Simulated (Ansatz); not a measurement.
# ClFH2INZr: how energies converge with the basis set

An exercise on one series of results from a longer session: the logs are not shown, and one member is left open.

The runs use Ansatz 0.2.0, Gaussian basis; one geometry, several basis sets.

Plan: PBE0-D4/def2-SVP; ωB97M-V/def2-SVP; PBE0-D4/def2-QZVPP; ωB97M-V/def2-QZVPP; the functionals' def2-TZVPP values are taken from earlier runs.

1 further run of the same task is left out (for a known fault of the program).

### The relaxed structure

The geometry comes from an earlier relaxation with PBE0-D4 in a triple-zeta def2 set; it is a stationary point, not always the lowest conformer. Zr, I take the def2 core potential; no spin-orbit term is included.

SMILES `[NH2][Zr]([F])([Cl])[I]`, 7 atoms, charge 0, spin multiplicity 1.

Atoms are counted from 1 here; the program's logs count them from 0.

Bond lengths: N1–Zr2 1.993 Å, N1–H6 1.012 Å, N1–H7 1.012 Å, Zr2–F3 1.886 Å, Zr2–Cl4 2.344 Å, Zr2–I5 2.726 Å. Angles: Zr2–N1–H6 125.4°, Zr2–N1–H7 125.3°, H6–N1–H7 109.3°, N1–Zr2–F3 106.3°, N1–Zr2–Cl4 108.1°, N1–Zr2–I5 108.5°, F3–Zr2–Cl4 113.7°, F3–Zr2–I5 110.8°, Cl4–Zr2–I5 109.2°.

Set-up of the first run:

The input, in.yaml:

```yaml
crystal:
  periodic: [false, false, false]
  atoms:
    - {symbol: N, position_ang: [-0.180690, 1.232559, 0.235461]}
    - {symbol: Zr, position_ang: [-0.042184, -0.729776, -0.087025]}
    - {symbol: F, position_ang: [-1.780982, -1.320992, -0.516705]}
    - {symbol: Cl, position_ang: [0.842886, -1.724924, 1.841848]}
    - {symbol: I, position_ang: [1.663019, -1.144351, -2.173561]}
    - {symbol: H, position_ang: [0.542595, 1.812313, 0.641916]}
    - {symbol: H, position_ang: [-0.983344, 1.807172, 0.012366]}
basis:
  gaussian: {orbitals: def2-SVP}
hamiltonian: {xc: pbe0, dispersion: d4}
output: {orbitals: {seedname: orbitals}}
```

Command:

```console
ansatz run in.yaml --threads 4 --pin off --events-out ev --progress --plain --max-ram 10444MiB
```

Among the steps run: PBE0-D4 in def2-SVP; ωB97M-V in def2-SVP; PBE0-D4 in def2-QZVPP; ωB97M-V in def2-QZVPP.

One table of the session follows, with a row left open; its other results are not shown here.

It belongs to the step «Density functionals: the series». 

```
functional       basis  HOMO (eV)  LUMO (eV)
   PBE0-D4    def2-SVP      -7.67      -1.95
   PBE0-D4  def2-TZVPP      -7.72      -2.01
   PBE0-D4  def2-QZVPP      -7.74      -2.01
   ωB97M-V    def2-SVP      -9.72       0.16
   ωB97M-V  def2-TZVPP          ?          ?
   ωB97M-V  def2-QZVPP      -9.82       0.04
```

**Question.** Estimate the row for ωB97M-V, def2-TZVPP.

**Answer.** HOMO (eV): -9.80; LUMO (eV): 0.06. In the column «HOMO (eV)» it lies between ωB97M-V, def2-QZVPP (-9.82) and ωB97M-V, def2-SVP (-9.72).
